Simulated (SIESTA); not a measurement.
A run of SIESTA 5.4.2 is set up as follows.

NbRh.fdf

```
SystemName                      NbRh
SystemLabel                     NbRh
NumberOfSpecies                 2
NumberOfAtoms                   12
%block ChemicalSpeciesLabel
  1  45 Rh
  2  41 Nb
%endblock ChemicalSpeciesLabel

LatticeConstant                 1.0 Ang
%block LatticeVectors
    13.7347716500     0.0000000000     0.0000000000
     0.0000000000     2.8586202800     0.0000000000
     0.0000000000     0.0000000000     4.8399548700
%endblock LatticeVectors
AtomicCoordinatesFormat         Fractional
%block AtomicCoordinatesAndAtomicSpecies
     0.0827856500     0.5000000000     0.1706237800  1  Rh
     0.9172143500     0.5000000000     0.8293762200  1  Rh
     0.4172143500     0.5000000000     0.1706237800  1  Rh
     0.5827856500     0.5000000000     0.8293762200  1  Rh
     0.7500000000     0.5000000000     0.4663812700  1  Rh
     0.2500000000     0.5000000000     0.5336187300  1  Rh
     0.0845070700     0.0000000000     0.6689842700  2  Nb
     0.9154929300     0.0000000000     0.3310157300  2  Nb
     0.4154929300     0.0000000000     0.6689842700  2  Nb
     0.5845070700     0.0000000000     0.3310157300  2  Nb
     0.7500000000     0.0000000000     0.9539458800  2  Nb
     0.2500000000     0.0000000000     0.0460541200  2  Nb
%endblock AtomicCoordinatesAndAtomicSpecies

%block kgrid.MonkhorstPack
    2   0   0  0.0
    0   9   0  0.0
    0   0   6  0.0
%endblock kgrid.MonkhorstPack
XC.Functional                   GGA
XC.Authors                      PBEsol
PAO.BasisSize                   DZP
PAO.EnergyShift                 0.003 Ry
Mesh.Cutoff                     800 Ry
OccupationFunction              FD
ElectronicTemperature           0.05 eV
MaxSCFIterations                120
SCF.MustConverge                false
SCF.Mixer.Method                Pulay
SCF.Mixer.Weight                0.25
SCF.Mixer.History               8
SCF.DM.Tolerance                5.0e-05
SCF.H.Tolerance                 1.0e-03 eV
WriteForces                     true
Charge.Mulliken                 end
%block PAO.Basis
  Rh 5
  n=4 0 2
    2.902 0.000
  n=5 0 2
    8.361 0.000
  n=4 1 2
    3.313 0.000
  n=5 1 1
    8.361
  n=4 2 2
    5.613 0.000
  Nb 5
  n=4 0 2
    3.366 0.000
  n=5 0 2
    9.113 0.000
  n=4 1 2
    3.905 0.000
  n=5 1 1
    9.113
  n=4 2 2
    7.312 0.000
%endblock PAO.Basis
```

Potentials or basis: PseudoDojo 0.4 standard (PBEsol files), DZP (energy shift 0.003 Ry; two zetas on semicore shells).

Launch:

```sh
$ siesta < NbRh.fdf > NbRh.out 2>&1
```

Task: Predict the largest force.

Result: 0.082 eV/Å.

Task: Estimate the band gap on the k mesh.

Result: None (metal or under the smearing width).

Task: What does it give for the pressure?

Result: -4.8 GPa.

Forces on the atoms (eV/Å):
```
Rh  -0.016  0.000  0.047
Rh   0.016  0.000 -0.047
Rh   0.016  0.000  0.047
Rh  -0.016  0.000 -0.047
Rh   0.000  0.000 -0.061
Rh   0.000  0.000  0.061
Nb   0.029  0.000  0.049
Nb  -0.029  0.000 -0.049
Nb  -0.029  0.000  0.049
Nb   0.029  0.000 -0.049
Nb   0.000  0.000  0.082
Nb   0.000  0.000 -0.082
```

Caveat: the basis of atomic orbitals isn't converged, which shifts pressures, moduli and gaps.
